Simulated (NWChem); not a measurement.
# ZrHSF3 (SMILES [F][Zr]([F])([F])[SH]) at 4 levels

Wanted: a comparison of 4 runs (HF/def2-SVP, PBE0/def2-SVP, wB97X/STO-3G, TPSS/3-21G) of ZrHSF3. 

The results are computed with NWChem 7.3.0.

### Step 1. The molecule

ZrHSF3 has 6 atoms, charge 0, and is taken as a singlet. SMILES: `[F][Zr]([F])([F])[SH]`. Geometry: relaxed at PBE0-D4/def2-TZVP.

Bond lengths: F1–Zr2 1.889 Å, Zr2–F3 1.892 Å, Zr2–F4 1.892 Å, Zr2–S5 2.441 Å, S5–H6 1.348 Å. Angles: F1–Zr2–F3 111.5°, F1–Zr2–F4 111.8°, F1–Zr2–S5 107.1°, F3–Zr2–F4 107.2°, F3–Zr2–S5 109.6°, F4–Zr2–S5 109.5°, Zr2–S5–H6 91.1°.

### Step 2. Energy and gradient at HF/def2-SVP (core potential) (run 1)

Contents of mol.xyz:

```xyz
6
F3HSZr gradient
F     -0.330200    -1.837100     1.351100
Zr     0.161600    -0.549000     0.060600
F      2.027700    -0.235300     0.067900
F     -0.308300    -1.093700    -1.689500
S     -1.019000     1.513800     0.617700
H     -0.489900     2.137500    -0.454000
```

Contents of run.py:

```python
from ase.io import read
from ase.calculators.nwchem import NWChem

atoms = read('mol.xyz')

calc = NWChem(
    label='mol',
    theory='scf',
    memory='2200 mb',
    basis='def2-SVP',
    basispar='spherical bse',
    scf={'nopen': '0', 'rhf': None, 'thresh': '1e-08', 'maxiter': '80'},
    **{'ecp bse': {'Zr library': 'def2-SVP'}},
)
atoms.calc = calc

forces = atoms.get_forces()
e = atoms.get_potential_energy()
print(f"E = {e:.6f} eV")
print("forces (eV/A):")
for s, f in zip(atoms.symbols, forces):
    print(f"{s:2s} {f[0]:10.5f} {f[1]:10.5f} {f[2]:10.5f}")
print("dipole (e A):", atoms.get_dipole_moment().round(4))
```

On the command line:

```sh
$ export ASE_NWCHEM_COMMAND="nwchem PREFIX.nwi > PREFIX.nwo"
$ python run.py
```

Log:

```text
E = -20215.105008 eV
forces (eV/A):
F    -0.05260   -0.18944    0.16327
Zr    0.07482   -0.21021    0.01358
F     0.23942    0.03096   -0.00941
F    -0.04947   -0.07405   -0.22739
S    -0.10248    0.44130   -0.09431
H    -0.10968    0.00144    0.15427
dipole (e A): [ 0.0506  0.0915 -0.1238]
```

The calculator wrote mol.nwi:

```
title "mol"

permanent_dir mol

scratch_dir mol

start mol

geometry units angstrom nocenter noautosym noautoz
  F  -3.3019999999999999e-01 -1.8371000000000000e+00 1.3511000000000000e+00
  Zr 1.6159999999999999e-01 -5.4900000000000004e-01 6.0600000000000001e-02
  F  2.0276999999999998e+00 -2.3530000000000001e-01 6.7900000000000002e-02
  F  -3.0830000000000002e-01 -1.0936999999999999e+00 -1.6895000000000000e+00
  S  -1.0189999999999999e+00 1.5138000000000000e+00 6.1770000000000003e-01
  H  -4.8990000000000000e-01 2.1375000000000002e+00 -4.5400000000000001e-01
end

memory 2200 mb

basis spherical bse noprint
   * library def2-SVP
end

scf
  nopen 0
  rhf
  thresh 1e-08
  maxiter 80
end
ecp bse
  Zr library def2-SVP
end

task scf gradient
```

mol.nwo, cut to the lines that bear on the results:

```text
[...]
      One-electron energy =  -1546.693636915723
[... 1 line left out ...]
 Nuclear repulsion energy =    250.781747810484
[... 46 lines left out ...]
                       ROHF Final Molecular Orbital Analysis
[... 293 lines left out ...]
                              NWChem Gradients Module
[...]
  wavefunction    =   RHF
                         RHF ENERGY GRADIENTS
    atom               coordinates                        gradient
                 x          y          z           x          y          z
   1 F      -0.623988  -3.471616   2.553209    0.001023   0.003684  -0.003175
   2 Zr      0.305380  -1.037460   0.114517   -0.001455   0.004088  -0.000264
   3 F       3.831797  -0.444653   0.128312   -0.004656  -0.000602   0.000183
   4 F      -0.582603  -2.066793  -3.192692    0.000962   0.001440   0.004422
   5 S      -1.925631   2.860667   1.167284    0.001993  -0.008582   0.001834
   6 H      -0.925777   4.039289  -0.857936    0.002133  -0.000028  -0.003000
[...]
```

Wall time 39 s (1 thread of AMD EPYC 7R43 (Zen 3), shared host); peak memory 0.11 GiB.

### Step 3. Energy and forces at PBE0/def2-SVP (core potential) (run 2)

Contents of nw.nw:

```
start nw
title "F3HSZr PBE0"
memory 2200 mb

geometry units angstrom noautosym nocenter noautoz
F     -0.330200    -1.837100     1.351100
Zr     0.161600    -0.549000     0.060600
F      2.027700    -0.235300     0.067900
F     -0.308300    -1.093700    -1.689500
S     -1.019000     1.513800     0.617700
H     -0.489900     2.137500    -0.454000
end

basis spherical bse
* library def2-SVP
end

ecp bse
Zr library def2-SVP
end

dft
xc pbe0
grid fine
convergence energy 1e-08
iterations 100
mulliken
print low
end

task dft gradient
```

On the command line:

```sh
$ nwchem nw.nw > nw.out
```

Log:

```text
[...]
 d= 0,ls=0.0,diis     1   -744.5934798692 -9.95D+02  3.29D-02  2.16D+00     4.8
[...]
 d= 0,ls=0.0,diis    11   -744.8826510832 -2.10D-09  3.02D-07  9.29D-10    40.0
         Total DFT energy =     -744.882651083173
      One electron energy =    -1547.393877975500
           Coulomb energy =      614.720413154783
    Exchange-Corr. energy =      -62.990934072941
 Nuclear repulsion energy =      250.781747810485
[...]
      Total Density - Mulliken Population Analysis
     ---------------------------------------------
    Atom       Charge   Shell Charges
 -----------   ------   -------------------------------------------------------
    1 F    9     9.34   1.99  1.13  0.82  3.32  2.08  0.00
    2 Zr  12    10.77  -0.49  1.65  0.86  0.25 -0.02  5.90  0.39  0.11  1.58  0.37  0.16
    3 F    9     9.35   1.99  1.13  0.82  3.32  2.08  0.00
    4 F    9     9.35   1.99  1.13  0.82  3.32  2.08  0.00
    5 S   16    16.31   2.00  1.98  1.24  0.64  5.93  1.81  2.67  0.04
    6 H    1     0.88   0.70  0.15  0.03
[...]
                         DFT ENERGY GRADIENTS
    atom               coordinates                        gradient
                 x          y          z           x          y          z
   1 F      -0.623988  -3.471616   2.553209    0.000406   0.000942  -0.001024
   2 Zr      0.305380  -1.037460   0.114517    0.000605   0.000192  -0.000909
   3 F       3.831797  -0.444653   0.128312   -0.001379  -0.000460   0.000312
   4 F      -0.582603  -2.066793  -3.192692    0.000173   0.000109   0.001487
   5 S      -1.925631   2.860667   1.167284    0.001606   0.001264  -0.002900
   6 H      -0.925777   4.039289  -0.857936   -0.001412  -0.002047   0.003035
 Task  times  cpu:       49.5s     wall:       49.5s
 Total times  cpu:       49.6s     wall:       49.6s
```

Run time: 51 s. Hardware: 1 thread of AMD EPYC 7R43 (Zen 3), shared host; peak memory 0.13 GiB.

Run 3 isn't shown in full; the table further down has it.

### Step 4. Energy and forces at TPSS/3-21G (run 4)

Contents of run.py:

```python
from ase import Atoms
from ase.calculators.nwchem import NWChem

molecule = Atoms('FZrFFSH', positions=[
    [-0.330200, -1.837100, 1.351100],
    [0.161600, -0.549000, 0.060600],
    [2.027700, -0.235300, 0.067900],
    [-0.308300, -1.093700, -1.689500],
    [-1.019000, 1.513800, 0.617700],
    [-0.489900, 2.137500, -0.454000],
])

calc = NWChem(
    label='test',
    theory='dft',
    memory='2200 mb',
    basis='3-21G',
    basispar='spherical bse',
    dft={'xc': 'xtpss03 ctpss03', 'mult': '1', 'grid': 'xfine', 'convergence': 'energy 1e-08', 'iterations': '100', 'mulliken': None},
)
molecule.calc = calc

forces = molecule.get_forces()
e = molecule.get_potential_energy()
print(f"E = {e:.6f} eV")
print("forces (eV/A):")
for s, f in zip(molecule.symbols, forces):
    print(f"{s:2s} {f[0]:10.5f} {f[1]:10.5f} {f[2]:10.5f}")
print("dipole (e A):", molecule.get_dipole_moment().round(4))
```

On the command line:

```sh
$ export ASE_NWCHEM_COMMAND="nwchem PREFIX.nwi > PREFIX.nwo"
$ python run.py
```

Log:

```text
E = -114806.920418 eV
forces (eV/A):
F     0.11123    0.20780   -0.24667
Zr    0.45107   -1.10671   -0.05914
F    -0.30097   -0.04942   -0.05039
F     0.12033    0.10490    0.26585
S    -0.62920    0.26997    0.73827
H     0.24755    0.57351   -0.64792
dipole (e A): [ 0.1955 -0.112  -0.2178]
```

The calculator wrote test.nwi:

```
title "test"

permanent_dir test

scratch_dir test

start test

geometry units angstrom nocenter noautosym noautoz
  F  -3.3019999999999999e-01 -1.8371000000000000e+00 1.3511000000000000e+00
  Zr 1.6159999999999999e-01 -5.4900000000000004e-01 6.0600000000000001e-02
  F  2.0276999999999998e+00 -2.3530000000000001e-01 6.7900000000000002e-02
  F  -3.0830000000000002e-01 -1.0936999999999999e+00 -1.6895000000000000e+00
  S  -1.0189999999999999e+00 1.5138000000000000e+00 6.1770000000000003e-01
  H  -4.8990000000000000e-01 2.1375000000000002e+00 -4.5400000000000001e-01
end

memory 2200 mb

basis spherical bse noprint
   * library 3-21G
end

dft
  xc xtpss03 ctpss03
  mult 1
  grid xfine
  convergence energy 1e-08
  iterations 100
  mulliken
end

task dft gradient
```

test.nwo, cut to the lines that bear on the results:

```text
[...]
         Total DFT energy =    -4219.076540797834
[...]
  wavefunction    = closed shell
                         DFT ENERGY GRADIENTS
    atom               coordinates                        gradient
                 x          y          z           x          y          z
   1 F      -0.623988  -3.471616   2.553209   -0.002163  -0.004041   0.004797
   2 Zr      0.305380  -1.037460   0.114517   -0.008772   0.021522   0.001150
   3 F       3.831797  -0.444653   0.128312    0.005853   0.000961   0.000980
   4 F      -0.582603  -2.066793  -3.192692   -0.002340  -0.002040  -0.005170
   5 S      -1.925631   2.860667   1.167284    0.012236  -0.005250  -0.014357
   6 H      -0.925777   4.039289  -0.857936   -0.004814  -0.011153   0.012600
[...]
```

Wall time 50 s (1 thread of AMD EPYC 7R43 (Zen 3), shared host); peak memory 0.13 GiB.

### Step 5. The series

```
run                           level  iteration cap  module   energy (Eh)  dipole moment (D)  HOMO energy (eV)  LUMO energy (eV)  wall time
  1    HF/def2-SVP (core potential)             80     scf   -742.891413               0.78            -11.00              1.38       39 s
  2  PBE0/def2-SVP (core potential)            100     dft   -744.882651                  –                 –                 –       51 s
  3                    wB97X/STO-3G            100     dft  -4194.870555               1.21             -6.19              5.29       56 s
  4                      TPSS/3-21G            100     dft  -4219.076541               1.51             -6.88             -2.87       50 s
```

### Step 6. Outcome

| quantity | value |
| --- | --- |
| run 4: total energy | -4219.07654 Eh |
| run 4: dipole moment | 1.51 D |
| run 4: HOMO energy | -6.88 eV |
| run 4: LUMO energy | -2.87 eV |
| run 4: HOMO–LUMO gap | 4.00 eV |
| run 4: largest force on an atom | 1.197 eV/Å |

Over runs 1, 3, 4 the dipole moment (its size) runs from 0.78 D (HF/def2-SVP) to 1.51 D (TPSS/3-21G). The two ends differ in method and basis and core potential. Over runs 1, 3, 4 the HOMO–LUMO gap runs from 4.00 eV (TPSS/3-21G) to 12.38 eV (HF/def2-SVP). Totals of different functionals can't be ranked against each other. Some runs of one species differ in core potentials or relativity; totals across that change don't compare. In run 3 the basis is minimal, so the values are rough. In runs 3, 4 relativity is left out where basis or elements ask for it. All runs together took 3.2 min, the longest 56 s.
